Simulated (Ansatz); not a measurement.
I need the energy of protonation at one site of CH₄GeO, SMILES C[O][GeH]. Use Ansatz's Python interface. Use (for the species named): r2SCAN, def2-SVP basis, multiplicity 1, D4 dispersion.

`ch4geo.xyz`
```text
7

C    -0.44570    0.59930   -0.01680
O    -0.75550   -0.71150    0.24110
Ge    0.59790   -1.66100   -0.41910
H    -0.35350    0.84050   -1.12760
H     0.43220    0.98130    0.46920
H    -1.33850    1.26490    0.36000
H     1.92440   -1.38160    0.44750
```

The script, `pa_ch4geo.py`:
```python
# -*- coding: utf-8 -*-
"""Adding a proton to CH4GeO."""

import ansatz as az
import numpy as np


def main():
    system = az.Crystal.molecule_from_extxyz("ch4geo.xyz")

    base = (
        system.calculation()
        .basis(gaussian="def2-SVP")
        .functional("r2scan", dispersion="d4")
    )
    symbols = [site.symbol for site in system.cartesian_sites]
    start = np.array([site.position_ang for site in system.cartesian_sites], dtype=float)
    summary = base.relax(force_tolerance=0.01, max_steps=100).run(threads=1).report
    end = np.array(summary["positions_ang"])

    # put the proton on the side away from the neighbours, slightly off axis
    away = sum((end[1] - end[j]) / np.linalg.norm(end[1] - end[j]) for j in [0, 2]) + np.array([0.15, 0.1, -0.2])
    proton = end[1] + 1.0 * away / np.linalg.norm(away)
    acid = az.Crystal.molecule()
    for symbol, place in zip(symbols, end):
        acid = acid.atom(symbol, place.tolist())
    acid = acid.atom("H", proton.tolist())
    protonated = (
        acid.calculation()
        .basis(gaussian="def2-SVP")
        .functional("r2scan", dispersion="d4")
        .charge(1)
        .relax(force_tolerance=0.01, max_steps=80)
    )
    after = protonated.run(threads=1).report
    xyz = np.array(after["positions_ang"])
    reach = np.linalg.norm(xyz[:-1] - xyz[-1], axis=1)
    print(f"base {summary['free_energy_ev']:.5f} eV, protonated {after['free_energy_ev']:.5f} eV")
    print(f"the proton ends {reach.min():.3f} A from {symbols[reach.argmin()]}{reach.argmin()}")
    print(f"electronic proton affinity {96.485332 * (summary['free_energy_ev'] - after['free_energy_ev']):.1f} kJ/mol")


if __name__ == "__main__":
    main()
```

```console
$ python pa_ch4geo.py
base -59655.42454 eV, protonated -59664.23764 eV
the proton ends 0.976 A from O1
electronic proton affinity 850.3 kJ/mol
```

Total energies depend on the basis set; only differences at equal settings carry meaning. The proton is put on one chosen atom, which needn't be the most basic site, so the molecule's proton affinity can be higher; the ends are stationary points, not checked by frequencies, and zero-point and thermal terms count only where printed. Timing: 82 s on 1 thread of Arm Neoverse V2 (shared host), peak memory 0.23 GiB.

(A comment or docstring line of the script was reworded after the run, the code is as it ran; lines on the test bed's own set-up are left out of the output.)
